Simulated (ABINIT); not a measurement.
Runs of ABINIT 10.8.3 (patched build) on VWC2. The structure is trigonal, space group R-3m (No. 166). The conventional cell has a = 3.034 Å, b = 3.034 Å, c = 14.802 Å, α = 90.00°, β = 90.00°, γ = 120.00°. Around W (site symmetry -3m) lie 6 C at 2.17 Å. Around V (site symmetry -3m) lie 6 C at 2.11 Å. C (site symmetry 3m) is surrounded by 3 V at 2.11 Å and 3 W at 2.17 Å. The cell comes from a database or a generator and needn't be the stable form of this composition.

```tsv
task	level	potentials or basis	cell	k mesh	cell freedom (optcell)	cutoff smearing ecutsm (Ha)	optimiser (ionmov)	force stop (Ha/bohr)	mesh quality	gap on the mesh (eV)	pressure (GPa)	moment (μB)	largest force (eV/Å)
band structure	LDA	JTH PAW LDA v2.0	as given	8 × 8 × 8	-	-	-	-	not flagged	none	-16.5	0.00	0.17
band structure	PBE	JTH PAW PBE v2.0	as given	8 × 8 × 8	-	-	-	-	not flagged	none	(b)	0.00	0.10
relaxation of cell and atoms	LDA	JTH PAW LDA v2.0	relaxed	5 × 5 × 5	2	0.5	2	0.0005	coarse	none	0.0	0.00	0.01
single point	PBEsol	JTH PAW PBE v2.0	as given	10 × 10 × 10	-	-	-	-	not flagged	none	-9.3	0.00	(a)
band structure	PBEsol	JTH PAW PBE v2.0	as given	8 × 8 × 8	-	-	-	-	not flagged	none	-9.4	0.00	(c)
```

Alike in all rows: spin collinear, ferromagnetic start; cutoff (eV) 517; smearing fermi-dirac 0.05 eV.

Fill in the values left out.

(a) 0.12; (b) -1.2; (c) 0.11.

Caveats: some runs use coarse meshes; the PAW data sets were made with another functional, which shifts forces and pressure a little (some runs).

A k mesh can miss the band edges, and the runs leave out spin-orbit coupling on W.

A gap of «none» marks a metal or a gap under the smearing width.

Not every run made on this cell is shown here.
